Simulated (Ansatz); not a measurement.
# AlH2Br (SMILES [H][Al]([H])[Br]): levels of theory compared

Aim: a comparison of 6 runs (PBE0/STO-3G, UPBE0/STO-3G, r2SCAN/STO-3G, RPA@PBE/STO-3G, CCSD(T)/STO-3G, FCI/STO-3G) of AlH2Br. 

Program for the calculation: Ansatz 0.2.0.

51 further runs of the same task are left out: 2 that didn't finish, 49 set aside as unsound or not needed.

### Step 1. The structure to begin with

The species is AlH2Br (4 atoms), meant as a singlet with charge 0. SMILES: `[H][Al]([H])[Br]`. The H3–Al1 distance was set to 3.835 Å, away from the relaxed value. At this shape a bond of the SMILES string is far longer than usual.

Bond lengths: Al1–Br4 2.240 Å, Al1–H2 1.534 Å. Angles: H2–Al1–Br4 120.8°.

### Step 2. A single-point energy at PBE0/STO-3G (run 1)

job.yaml reads:

```yaml
crystal:
  periodic: [false, false, false]
  atoms:
    - symbol: Al
      position_ang: [1.175792, -1.882864, 0.034945]
    - symbol: H
      position_ang: [2.709702, -1.884954, 0.045625]
    - symbol: H
      position_ang: [-0.640600, 1.494120, -0.021230]
    - symbol: Br
      position_ang: [0.024602, -3.804854, 0.041765]
basis:
  gaussian:
    orbitals: STO-3G
hamiltonian:
  xc: {name: PBE0}
accuracy: high
```

Launch:

```sh
$ ansatz run job.yaml --threads 1 --pin off --max-ram 2610MiB --events-out events.jsonl --progress --plain --runs-dir runs
```

The log of the run:

```text
Warning: RAYON_NUM_THREADS=1 ignored (pool sized by the plan → 1); use --threads N
Functional definition: PBE0
  name "PBE0"
  parameter a = 0.25
  parameter kappa = 0.804
  parameter beta = 0.06672455060314922
  exchange = (1 - a)*pbe_x(kappa = kappa, mu = beta*pi^2/3) + a*exact_x
  correlation = pbe_c(beta = beta)
405 factors; integrals over basis functions are off by at most 9.3e-9 eV
mean field evaluation 1: about -75806.3473 eV, gradient 2.4e1 eV
mean field evaluation 2: about -75796.0978 eV, gradient 4.1e1 eV
mean field evaluation 4: about -75808.5544 eV, gradient 9.7e0 eV
mean field evaluation 8: about -75809.4446 eV, gradient 1.2e1 eV
mean field evaluation 16: about -75814.9455 eV, gradient 3.1e-4 eV
mean field -75814.94545095 eV, -2786.1478561066 hartree, gradient 8.2e-9 eV, S^2 0.000000; 0 other end points of the search recorded, 0 dependent functions left out
reference -75814.94545244 eV, -2786.1478561615 hartree; 25, 25 occupied and 4, 4 virtual orbitals, 405 factors
Total energy: -75814.94545244 eV, -2786.1478561615 hartree
```

It took 1.6 s on 1 thread of Arm Neoverse V1, shared host; peak memory 0.098 GiB.

### Step 3. The energy at UPBE0/STO-3G (run 2)

molecule.yaml reads:

```yaml
crystal:
  periodic: [false, false, false]
  atoms:
    - {symbol: Al, position_ang: [1.175792, -1.882864, 0.034945]}
    - {symbol: H, position_ang: [2.709702, -1.884954, 0.045625]}
    - {symbol: H, position_ang: [-0.640600, 1.494120, -0.021230]}
    - {symbol: Br, position_ang: [0.024602, -3.804854, 0.041765]}
basis:
  gaussian: {orbitals: STO-3G}
magnetization: {spin_polarized: true}
hamiltonian: {xc: pbe0}
accuracy: high
```

Launch:

```sh
$ ansatz run molecule.yaml --threads 1 --pin off --max-ram 2610MiB --events-out events.jsonl --progress --plain --runs-dir runs
```

The log of the run (excerpt; [...] marks lines left out):

```text
Warning: RAYON_NUM_THREADS=1 ignored (pool sized by the plan → 1); use --threads N
[... 7 set-up lines as earlier in the session ...]
405 factors; integrals over basis functions are off by at most 9.3e-9 eV
mean field evaluation 1: about -75806.3473 eV, gradient 1.7e1 eV
mean field evaluation 2: about -75796.0978 eV, gradient 2.9e1 eV
mean field evaluation 4: about -75808.5545 eV, gradient 6.9e0 eV
mean field evaluation 8: about -75809.4444 eV, gradient 8.4e0 eV
mean field evaluation 16: about -75815.7034 eV, gradient 6.5e0 eV
mean field evaluation 32: about -75817.1328 eV, gradient 8.0e-3 eV
mean field -75817.13280652 eV, -2786.2282399413 hartree, gradient 4.2e-8 eV, S^2 0.999163; 2 other end points of the search recorded, 0 dependent functions left out
reference -75817.13280814 eV, -2786.2282400008 hartree; 25, 25 occupied and 4, 4 virtual orbitals, 405 factors
Total energy: -75817.13280814 eV, -2786.2282400008 hartree
```

Wall time 4.5 s (1 thread of Arm Neoverse V1, shared host); peak memory 0.14 GiB.

Run 3 isn't shown in full; the table further down has it.

### Step 4. The energy at RPA@PBE/STO-3G (run 4)

Edit molecule.yaml of step 3 so:

```diff
@@ -9,4 +9,4 @@
   gaussian: {orbitals: STO-3G}
-magnetization: {spin_polarized: true}
-hamiltonian: {xc: pbe0}
+hamiltonian: {xc: pbe}
+correlation: {method: rpa, frozen_orbitals: {Al: 5, Br: 9, H: 0}}
 accuracy: high
```

Launch:

```sh
$ ansatz run molecule.yaml --threads 1 --pin off --max-ram 2610MiB --events-out events.jsonl --progress --plain --runs-dir runs
```

The log of the run (excerpt; [...] marks lines left out):

```text
Warning: RAYON_NUM_THREADS=1 ignored (pool sized by the plan → 1); use --threads N
Functional definition: PBE
  name "PBE"
[...]
405 factors; integrals over basis functions are off by at most 9.3e-9 eV
[...]
mean field -75808.64132490 eV, -2785.9161837473 hartree, gradient 9.4e-8 eV, S^2 0.000000; 0 other end points of the search recorded, 0 dependent functions left out; unrestricted orbitals would lower it
unrestricted determinant -75776.53822485 eV, -2784.7364165807 hartree, S^2 1.0039
14 core orbitals not correlated: weight in the atoms' cores, before any rotation towards them, 0.999 or more for the frozen orbitals, at most 0.000 for the correlated occupied ones
reference -75770.75382669 eV, -2784.5238438694 hartree; 11, 11 occupied and 4, 4 virtual orbitals, 405 factors
Total energy: -75777.29717384 eV, -2784.7643074417 hartree
```

It took 2.2 s on 1 thread of Arm Neoverse V1, shared host; peak memory 0.11 GiB.

Run 5 isn't shown in full; the table further down has it.

### Step 5. The energy at FCI/STO-3G (run 6)

run.yaml reads:

```yaml
crystal:
  periodic: [false, false, false]
  atoms:
    - {symbol: Al, position_ang: [1.175792, -1.882864, 0.034945]}
    - {symbol: H, position_ang: [2.709702, -1.884954, 0.045625]}
    - {symbol: H, position_ang: [-0.640600, 1.494120, -0.021230]}
    - {symbol: Br, position_ang: [0.024602, -3.804854, 0.041765]}
basis:
  gaussian:
    orbitals: STO-3G
correlation:
  method: fci
  frozen_orbitals: {Al: 5, Br: 9, H: 0}
accuracy: high
```

Launch:

```sh
$ ansatz run run.yaml --threads 1 --pin off --max-ram 2610MiB --events-out events.jsonl --progress --plain --runs-dir runs
```

The log of the run (excerpt; [...] marks lines left out):

```text
Warning: RAYON_NUM_THREADS=1 ignored (pool sized by the plan → 1); use --threads N
Functional definition: HF
  name "HF"
[...]
405 factors; integrals over basis functions are off by at most 9.3e-9 eV
[...]
mean field -75771.25129082 eV, -2784.5421253390 hartree, gradient 2.3e-8 eV, S^2 0.000000; 1 other end points of the search recorded, 0 dependent functions left out; unrestricted orbitals would lower it
unrestricted determinant -75776.53822485 eV, -2784.7364165807 hartree, S^2 1.0039
14 core orbitals not correlated: weight in the atoms' cores, before any rotation towards them, 1.000 or more for the frozen orbitals, at most 0.000 for the correlated occupied ones
reference -75771.25129082 eV, -2784.5421253390 hartree; 11, 11 occupied and 4, 4 virtual orbitals, 405 factors
state -75777.43744940 eV, -2784.7694624736 hartree
Total energy: -75777.43744940 eV, -2784.7694624736 hartree
```

Run time: 5.7 s. Hardware: 1 thread of Arm Neoverse V1, shared host; peak memory 0.2 GiB.

### Step 6. All runs side by side

```
run           level  frozen core orbitals   energy (Eh)  wall time
  1     PBE0/STO-3G                     –  -2786.147856      1.6 s
  2    UPBE0/STO-3G                     –  -2786.228240      4.5 s
  3   r2SCAN/STO-3G                     –  -2786.560012      4.2 s
  4  RPA@PBE/STO-3G                    14  -2784.764307      2.2 s
  5  CCSD(T)/STO-3G                    14  -2784.772772     0.34 s
  6      FCI/STO-3G                    14  -2784.769462      5.7 s
```

### Step 7. Results

| quantity | value |
| --- | --- |
| run 6: total energy | -2784.76946 Eh |
| run 6: correlation energy (14 core orbitals frozen) | -227.3 mEh |

**Reading.** Against full CI in this basis: CCSD(T) -3.3 mEh. Totals of different functionals can't be ranked against each other. In run 5 the T1 diagnostic is large, so a single reference may not serve. In runs 4, 5 the log says that unrestricted orbitals would lower the reference, so the values rest on an unstable closed-shell determinant (other closed-shell runs at this shape may share the fault). In runs 1, 2, 3, 4, 5, 6 the basis is minimal, so the values are rough. Spin contamination of the reference: run 2 ⟨S²⟩ = 1.00. Where it is this large, the reference is a mixture of spin states, and values that rest on it are in doubt. All runs together took 18 s, the longest 5.7 s.
